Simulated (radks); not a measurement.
**Lu³⁺ in [Xe] 4f14: an all-electron calculation**

Aim: the levels, the sizes of the orbitals and the parts of the energy of the lutetium ion Lu3+.

Program: radks (a radial shooting solver on a logarithmic mesh, Libxc functionals) version 1. Level of theory: Dirac Kohn-Sham, PBEsol, spin-unpolarised, spherical densities, point nucleus. These are calculated values, not measurements, unless marked.

## Step 1: The atom as given

| Property | Result |
| --- | --- |
| element | lutetium (Z = 71) |
| charge | +3 |
| electrons | 68 |
| configuration | [Xe] 4f14 |

The outer shells:

Lu³⁺
```
[Xe] core
4f [↑↓][↑↓][↑↓][↑↓][↑↓][↑↓][↑↓]
```

## Step 2: Self-consistent calculation

Settings of this run:

```text
Z 71
configuration [Xe] 4f14 6s0 5d0 6p0 5f0
relativity Dirac
functional pbe_sol,pbe_sol
spin unpolarised
j_filling energy
nucleus point
c 137.035999084
```

Q: Predict the outcome of this run.

As calculated:

```
                        quantity                   value
                    total energy     -14575.1243 hartree
exchange-correlation share of it                  2.04 %
                            −T/E                  1.1149
          highest occupied level       4f7/2, -35.519 eV
    most extended occupied level  5p3/2, <r> = 1.40 bohr
 radius at density 0.001 e/bohr³               3.06 bohr
    maxima of the radial density                       4
         ionisation energy, NIST    45.25 (semi-emp.) eV
```

**Reading.** 5 principal shells are occupied and 4 maxima appear in the radial density; where shells overlap, one shows as a shoulder or not at all. Relativity lifts −T/E to 1.115. Minus the highest eigenvalue, 35.519 eV, is 78 % of the tabulated ionisation energy (45.25 eV); the potential of a semilocal functional falls off too fast, so its top eigenvalue is too shallow. 
